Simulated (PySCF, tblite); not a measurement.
**C₃H₁₂BNO: geometry, infrared bands and NMR shifts**

Wanted: the infrared bands and NMR shifts of C₃H₁₂BNO (`C[NH2+][BH2-]COC`), by calculation.

Programs: tblite 0.8.0 and PySCF 2.14.0, with density-fitted response routines of our own. Each step states its level of theory. These are calculated values for one molecule in the gas phase, unless marked as measured. Atoms are numbered from 0 throughout.

### 1 The starting structure

18 atoms, charge 0, multiplicity 1; geometry from: force field or distance geometry start.

Bonds of the start (Å): C0–N1 1.44, N1–B2 1.53, B2–C3 1.56, C3–O4 1.40, O4–C5 1.40, C0–H6 1.12, C0–H7 1.12, C0–H8 1.11, N1–H9 1.07, N1–H10 1.07, B2–H11 1.21, B2–H12 1.20, C3–H13 1.12, C3–H14 1.11, C5–H15 1.13, C5–H16 1.13, C5–H17 1.09.

### 2 Optimising the geometry with GFN2-xTB

The job: settings as JSON, then the geometry in Å.

```
{"job": {"kind": "relax", "xc": "GFN2-xTB", "basis": "xTB"}, "charge": 0, "multiplicity": 1}
C     -1.805900     1.142000    -0.436700
N     -1.307100    -0.139600    -0.017400
B     -0.295300    -0.582600    -1.072100
C      0.927300    -1.386200    -0.521500
O      1.534100    -0.807400     0.598600
C      1.995000     0.460700     0.237900
H     -2.927800     1.183900    -0.378900
H     -1.429000     1.992200     0.179100
H     -1.578500     1.231700    -1.515800
H     -0.885900    -0.102600     0.964500
H     -2.127900    -0.818000     0.029500
H     -0.915100    -1.196500    -1.914900
H      0.112700     0.383700    -1.645000
H      0.638500    -2.420300    -0.203900
H      1.680600    -1.399300    -1.340900
H      2.496700     0.980900     1.110100
H      1.145900     1.137200    -0.057400
H      2.733000     0.346600    -0.556500
```

The run is started by

```console
$ OMP_NUM_THREADS=1 python probes_run.py task.json out
```

One launch serves the whole session: the jobs run in the order shown.

**Question.** This job is followed by: GFN2-xTB harmonic vibrations, gas phase; GIAO PBE0/pcSseg-1 NMR shielding, non-relativistic, gas phase. Predict these results of the whole session: strongest single infrared mode (GFN2-xTB); zero-point energy (GFN2-xTB); 13C shifts against TMS (PBE0/pcSseg-1); 1H shifts against TMS (PBE0/pcSseg-1, means over atoms taken as alike); 15N shifts against NH3 (PBE0/pcSseg-1); 11B shifts against BF3·OEt2 (PBE0/pcSseg-1); 17O shifts against H2O (PBE0/pcSseg-1).

The runs gave:

```
                                                              quantity                             value
                             strongest single infrared mode (GFN2-xTB)             2451 cm⁻¹, 231 km/mol
                                          zero-point energy (GFN2-xTB)                     98.5 kcal/mol
                                13C shifts against TMS (PBE0/pcSseg-1)              72.0, 57.7, 33.6 ppm
1H shifts against TMS (PBE0/pcSseg-1, means over atoms taken as alike)  3.61, 3.43, 3.22, 2.64, 2.00 ppm
                                15N shifts against NH3 (PBE0/pcSseg-1)                          43.8 ppm
                           11B shifts against BF3·OEt2 (PBE0/pcSseg-1)                         -21.6 ppm
                                17O shifts against H2O (PBE0/pcSseg-1)                          -3.6 ppm
```

**Reading.** Over 118 steps the energy fell by 1.091 eV; of the close pairs, N1–B2 changed most, 1.527 to 1.634 Å. No mode is imaginary among the 48: a minimum at this level. The strongest single mode, at 2451 cm⁻¹, moves mainly H12. GFN2-xTB is a fitted tight-binding method: band positions and strengths are rough. Its intensities can rank the bands wrongly. The most deshielded carbon is C3 (sp3 CH2 bonded to B and O), at 72.0 ppm: pulled downfield by the heteroatom. At PBE0/pcSseg-1: The largest span, 101 ppm, is at C3, where the paramagnetic term is -133 ppm.
